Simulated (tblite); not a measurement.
# C4H12N2O2Si2: the cost of one run

Computed with tblite 0.8.0 and PySCF 2.14.0, with density-fitted response routines of our own, on a single molecule in the gas phase. Atoms count from 0, in the outputs and in this text.

## Step 1: Starting geometry

22 atoms, charge 0, multiplicity 1; geometry from: force field or distance geometry start.

Bonds of the start (Å): C0–N1 1.30, N1–C2 1.48, C2–Si3 1.89, Si3–Si4 2.33, Si4–O5 1.66, Si4–N6 1.74, N6–C7 1.36, C7–C8 1.51, C7–O9 1.23, C0–H10 1.09, C0–H11 1.10, C2–H12 1.08, C2–H13 1.09, Si3–H14 1.48, Si3–H15 1.50, Si4–H16 1.47, O5–H17 0.98, N6–H18 1.01, C8–H19 1.09, C8–H20 1.11, C8–H21 1.09.

## Step 2: Geometry optimisation with GFN2-xTB

What the job is given:

```
{"job": {"kind": "relax", "xc": "GFN2-xTB", "basis": "xTB"}, "charge": 0, "multiplicity": 1}
C      3.909400     1.256400     1.062800
N      2.724600     0.895700     0.666100
C      2.639000    -0.565700     0.444900
Si     1.105800    -0.929000    -0.598300
Si    -0.664700     0.101800     0.507500
O     -0.219700     1.656800     0.896200
N     -2.099400     0.336400    -0.450300
C     -2.719800    -0.691200    -1.091500
C     -3.953700    -0.266700    -1.845200
O     -2.342600    -1.860700    -1.112400
H      4.740700     0.560500     1.211600
H      4.096200     2.320200     1.269800
H      3.506200    -0.939700    -0.079400
H      2.560300    -1.083100     1.400700
H      1.278300    -0.360800    -1.958300
H      0.939700    -2.411900    -0.692400
H     -1.027600    -0.584200     1.761300
H      0.753300     1.776000     0.952900
H     -2.446700     1.284000    -0.458400
H     -4.670300    -1.087300    -1.866800
H     -4.439600     0.599300    -1.357400
H     -3.679900     0.012800    -2.865700
```

On the command line:

```bash
$ OMP_NUM_THREADS=1 python probes_run.py task.json out
```

The driver reads the jobs from task.json and runs them one after another.

**Question.** How long does this first job take on 1 thread of Arm Neoverse V1, shared host, and how much memory does it need?

About 2.9 s, with a peak of 0.18 GiB.
